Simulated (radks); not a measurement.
# O⁺ in [He] 2s1.75 2p3.25: an all-electron calculation

An exercise on one series of results from a longer session: the logs are not shown, and one member is left open.

Method: scalar-relativistic Kohn-Sham, AM05, spin-polarised, spherical densities, finite nucleus; open shells are filled with parallel spins first. Code: radks (a radial shooting solver on a logarithmic mesh, Libxc functionals) version 1.

## The atom as given

| Item | Value |
| --- | --- |
| element | oxygen (Z = 8) |
| charge | +1 |
| electrons | 7 |
| configuration | [He] 2s1.75 2p3.25 |
| nuclear rms radius | 2.6991 fm |

The first run:

Input:

```text
Z 8
configuration [He] 2s1.75 2p3.25
relativity scalar-relativistic
functional am05,am05
spin polarised
nucleus finite rms 2.6991 fm
c 137.035999084
```

Steps of the session up to this table: Self-consistent calculation.

One of the session's tables, all rows but one given; the rest of the session is left out.

It belongs to the step «Shells». From the orbitals of this run (lengths in bohr):

| level | <r> | outermost maximum (interpolated) | 90 % within |
| --- | --- | --- | --- |
| 1s up | 0.2006 | 0.130 | 0.360 |
| 1s down | 0.1997 | 0.130 | 0.358 |
| 2s up | 1.075 | 0.852 | 1.70 |
| 2s down | 1.121 | 0.872 | 1.79 |
| 2p up | ? | ? | ? |
| 2p down | 1.185 | 0.814 | 2.04 |

**Question.** Estimate the row for 2p up.

The run gave: <r>: 1.083; outermost maximum (interpolated): 0.773; 90 % within: 1.83. In the column «<r>» it lies between 2s up (1.075) and 2s down (1.121).
